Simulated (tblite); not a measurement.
# C2F6Na3O6S2: the cost of one run

Computed with tblite 0.8.0 and PySCF 2.14.0 and routines of our own; the level stands in each step. Atoms count from 0.

## Step 1: The starting structure

19 atoms, charge 1, multiplicity 1; geometry from: force field, distance geometry or constructed start.

## Step 2: Optimising the geometry with GFN2-xTB

Job settings and geometry (Å):

```
{"job": {"kind": "relax", "xc": "GFN2-xTB", "basis": "xTB"}, "charge": 1, "multiplicity": 1}
O     -1.763200    -3.746300    -0.148800
S     -1.310600    -2.977700    -1.321400
O     -2.398300    -2.563300    -2.197600
O     -0.399100    -1.876700    -0.968100
C     -0.281900    -4.176300    -2.318500
F     -0.993800    -5.274400    -2.738600
F      0.798500    -4.665600    -1.636100
F      0.234900    -3.608800    -3.461300
O      3.086200     0.473200    -2.380100
S      2.814500     1.201700    -1.129500
O      2.576400     2.636100    -1.341200
O      1.787900     0.559700    -0.298300
C      4.397700     1.097500    -0.137800
F      5.476000     1.657400    -0.790800
F      4.768500    -0.188600     0.140600
F      4.318300     1.735700     1.075100
Na     0.000400     0.001900     0.000900
Na     0.004700     1.396500    -1.285700
Na    -0.082900     0.495100     1.835500
```

The run is started by

```console
> OMP_NUM_THREADS=1 python large_run.py task.json out
```

The driver reads the jobs from task.json and runs them one after another.

Q: Estimate the wall time and peak memory of this first job on 1 thread of Arm Neoverse N1, shared host.

About 7.6 s, with a peak of 0.19 GiB.
